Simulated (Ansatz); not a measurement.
Write a Python script for Ansatz 0.2.0, Python API that makes a rigid scan of one bond length of CH3BrGeS, SMILES C[S][Ge][Br]. Level of theory (for the species named): B3LYP, def2-SVP basis, multiplicity 1, D3BJ dispersion.

```xyz
7

C    -0.2067    0.6814   -0.5917
S     1.2691   -0.2529   -0.7402
Ge    0.4195   -1.9655    0.4014
Br    0.2503   -1.3461    2.6416
H    -0.1178    1.6790   -1.1605
H    -1.1032    0.1907   -1.0622
H    -0.4501    0.9454    0.4660
```

The script, `run_scan.py`:
```python
"""Stretching a bond of CH3BrGeS, the rest held rigid."""

import ansatz as az
import numpy as np

geometry_ang = [
    ("C", (-0.2067, 0.6814, -0.5917)),
    ("S", (1.2691, -0.2529, -0.7402)),
    ("Ge", (0.4195, -1.9655, 0.4014)),
    ("Br", (0.2503, -1.3461, 2.6416)),
    ("H", (-0.1178, 1.679, -1.1605)),
    ("H", (-1.1032, 0.1907, -1.0622)),
    ("H", (-0.4501, 0.9454, 0.466)),
]
mol = az.Crystal.molecule()
for symbol, xyz in geometry_ang:
    mol = mol.atom(symbol, xyz)

symbols = [site.symbol for site in mol.cartesian_sites]
start = np.array([site.position_ang for site in mol.cartesian_sites])
axis = (start[2] - start[1]) / np.linalg.norm(start[2] - start[1])
moving = [2, 3]
lengths, energies = [1.959, 2.049, 2.138, 2.227, 2.316, 2.405, 2.494, 2.627], []
for length in lengths:
    xyz = start.copy()
    xyz[moving] += (length - np.linalg.norm(start[2] - start[1])) * axis
    point = az.Crystal.molecule()
    for symbol, xyz in zip(symbols, xyz):
        point = point.atom(symbol, xyz.tolist())
    job = (
        point.calculation()
        .basis(gaussian="def2-SVP")
        .functional("B3LYP", dispersion="d3bj")
        .accuracy("high")
        .scf(lower_state_search="light")
    )
    r = job.run().report
    energies.append(r["free_energy_ev"])
    print(f"r = {length:6.3f} A  E = {energies[-1]:.5f} eV  <S^2> = {abs(r['mean_field']['state']['spin_squared']):.3f}")

# quartic fit about the minimum
fit = np.polynomial.Polynomial.fit(lengths, np.array(energies) - min(energies), 4).convert()
roots = [r.real for r in fit.deriv().roots() if abs(r.imag) < 1e-9 and fit.deriv(2)(r.real) > 0]
r_e = min(roots, key=lambda r: abs(r - lengths[int(np.argmin(energies))]))
print(f"minimum of the fit at {r_e:.4f} A, force constant {fit.deriv(2)(r_e):.2f} eV/A^2")
```

```console
$ python run_scan.py
r =  1.959 A  E = -138469.16766 eV  <S^2> = 0.000
r =  2.049 A  E = -138469.71300 eV  <S^2> = 0.000
r =  2.138 A  E = -138470.02278 eV  <S^2> = 0.000
r =  2.227 A  E = -138470.17155 eV  <S^2> = 0.000
r =  2.316 A  E = -138470.20719 eV  <S^2> = 0.000
r =  2.405 A  E = -138470.16406 eV  <S^2> = 0.000
r =  2.494 A  E = -138470.06703 eV  <S^2> = 0.000
r =  2.627 A  E = -138469.85967 eV  <S^2> = 0.000
minimum of the fit at 2.3046 A, force constant 10.17 eV/A^2
```

The settings weren't tested for convergence. The rest of the molecule is held rigid at a force-field or estimated start geometry, and the basis set is modest; single-reference methods fail as a bond breaks. b3lyp holds the VWN-RPA fit, as in Gaussian; the form of ORCA and Turbomole is b3lyp5. The orbitals are restricted, so S² is zero by construction. The whole script took 66 s on 1 thread of Intel(R) Xeon(R) Gold 6455B (Sapphire Rapids) (shared host), peak memory 0.57 GiB.

(Lines on the test bed's own set-up are left out of the output.)
